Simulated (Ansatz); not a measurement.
# SrSi4: the cost of one run

Method: DFT PBE, scalar-relativistic, plane waves, PAW, in Ansatz 0.2.0.

## Step 1: The starting structure

The structure is orthorhombic, space group Cmmm (No. 65). Conventional cell: a = 3.457 Å, b = 11.333 Å, c = 3.596 Å, α = 90.00°, β = 90.00°, γ = 90.00°. Sr (site symmetry mmm) is surrounded by 12 Si at 2.71 to 2.81 Å. Around Si (site symmetry m2m) lie 3 Si at 2.13 Å and 4 Sr at 2.71 Å. Around Si (site symmetry m2m) lie 4 Si at 2.13 Å and 2 Sr at 2.81 Å.

Structure file:

```
CELL_PARAMETERS angstrom
1.72854 -5.66649 0.00000
1.72854 5.66649 0.00000
0.00000 0.00000 3.59586
ATOMIC_POSITIONS crystal
Sr 0.50000 0.50000 0.00000
Si 0.09403 0.90597 0.50000
Si 0.90597 0.09403 0.50000
Si 0.19500 0.80500 0.00000
Si 0.80500 0.19500 0.00000
```

Recipe of the guess: 3-, 4-connected net, elements by coordination, guests in its cages (Cmmm, No. 65). The dimensions are guesses.

## Step 2: The guess as it stands, on a coarse mesh

input.yaml reads:

```yaml
crystal:
  lattice:
    - [1.72854439, -5.66648923, 0.0]
    - [1.72854439, 5.66648923, 0.0]
    - [0.0, 0.0, 3.59585923]
  atoms:
    - { symbol: Sr, position: [0.5, 0.5, 0.0] }
    - { symbol: Si, position: [0.09402612, 0.90597388, 0.5] }
    - { symbol: Si, position: [0.90597388, 0.09402612, 0.5] }
    - { symbol: Si, position: [0.1949989, 0.8050011, 0.0] }
    - { symbol: Si, position: [0.8050011, 0.1949989, 0.0] }
basis:
  ecutwfc: 420
kpoints:
  mp_grid: { grid: [6, 6, 6] }
hamiltonian:
  xc: pbe
scf:
  occupations: { method: gaussian, width: 0.1 }
  lower_state_search: "off"
output:
  forces: true
  stress: true
  eigenvalues: true
```

On the command line:

```
$ ansatz run input.yaml --threads 1 --pin off --max-ram 2560MiB --backend cpu --events-out ev --progress --plain --runs-dir out
```

Q: Estimate wall time and peak memory on 1 thread of Intel Xeon Platinum 8259CL at 2.50GHz (Skylake/Cascade Lake), shared host.

About 6.7 s, with a peak of 0.41 GiB.
